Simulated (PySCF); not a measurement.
# C2H8GeSi2: the cost of one run

Computed with PySCF 2.14.0, with density-fitted response routines of our own, on a single molecule in the gas phase. Atoms are numbered from 0 throughout.

### 1 Starting geometry

13 atoms, charge 0, multiplicity 1; geometry from: PBE0-D3(BJ)/def2-SVP.

Bonds of the start (Å): Si0–Si1 2.34, Si1–C2 1.89, C2–C3 1.35, C3–Ge4 1.97, Ge4–Si1 2.39, Si0–H5 1.50, Si0–H6 1.50, Si0–H7 1.50, Si1–H8 1.50, C2–H9 1.10, C3–H10 1.10, Ge4–H11 1.54, Ge4–H12 1.54.

### 2 Shielding tensors: PBE0/pcSseg-1

Job settings and geometry (Å):

```
{"job": {"kind": "nmr", "xc": "PBE0", "basis": "pcSseg-1", "pop": false}, "charge": 0, "multiplicity": 1}
Si     2.287477     0.542531    -0.279820
Si     0.141825    -0.162759    -0.901947
C     -0.584163    -1.483922     0.243754
C     -1.602703    -0.887988     0.905132
Ge    -1.699341     0.929830     0.160085
H      2.648263     1.806160    -0.996049
H      2.305375     0.803254     1.192959
H      3.323315    -0.490942    -0.596271
H      0.096405    -0.465306    -2.369023
H     -0.277795    -2.523366     0.422940
H     -2.202392    -1.384863     1.679475
H     -2.984308     1.226379    -0.636213
H     -1.461337     2.074905     1.164532
```

With the program's defaults for keys left out, this is: GIAO PBE0/pcSseg-1 NMR shielding, non-relativistic, gas phase.

Started as:

```sh
OMP_NUM_THREADS=1 python probes_run.py task.json out
```

One launch serves the whole session: the jobs run in the order shown.

Q: Estimate the wall time and peak memory of this first job on 1 thread of Arm Neoverse N1, shared host.

About 28 s, with a peak of 0.91 GiB.
